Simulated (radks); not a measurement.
**N in [He] 2s2 2p2 3p1: an all-electron calculation**

What are the levels of neutral nitrogen, how large are its shells, and how does its energy divide?

Method: Dirac Kohn-Sham, PBEsol, spin-unpolarised, spherical densities, point nucleus; open shells are shared between the two j in proportion to 2j + 1. Code: radks (a radial shooting solver on a logarithmic mesh, Libxc functionals) version 1.

### Step 1. The atom as given

- element: nitrogen (Z = 7)
- charge: 0
- electrons: 7
- configuration: [He] 2s2 2p2 3p1

Outer shells as boxes (Hund's rule):

N
```
[He] core
2s [↑↓]
2p [↑ ][↑ ][  ]
3p [↑ ][  ][  ]
```

### Step 2. The calculation

The run's settings:

```text
Z 7
configuration [He] 2s2 2p2 3p1
relativity Dirac
functional pbe_sol,pbe_sol
spin unpolarised
j_filling average
nucleus point
c 137.035999084
```

Run with:

```console
$ python run_ks.py task.json out
```

The same process makes all the runs of this session.

What does the calculation give?

As calculated:

| quantity | value |
| --- | --- |
| total energy | -53.84415 hartree |
| exchange-correlation share of it | 11.21 % |
| −T/E | 0.9979 |
| highest occupied level | 3p3/2, -1.367 eV |
| most extended occupied level | 3p3/2, <r> = 6.79 bohr |
| radius at density 0.001 e/bohr³ | 3.28 bohr |
| maxima of the radial density | 3 |

**Reading.** 3 principal shells are occupied and 3 maxima appear in the radial density. This is not the tabulated ground configuration, so its levels and sizes aren't those of the ground state, and no measured value stands beside it.
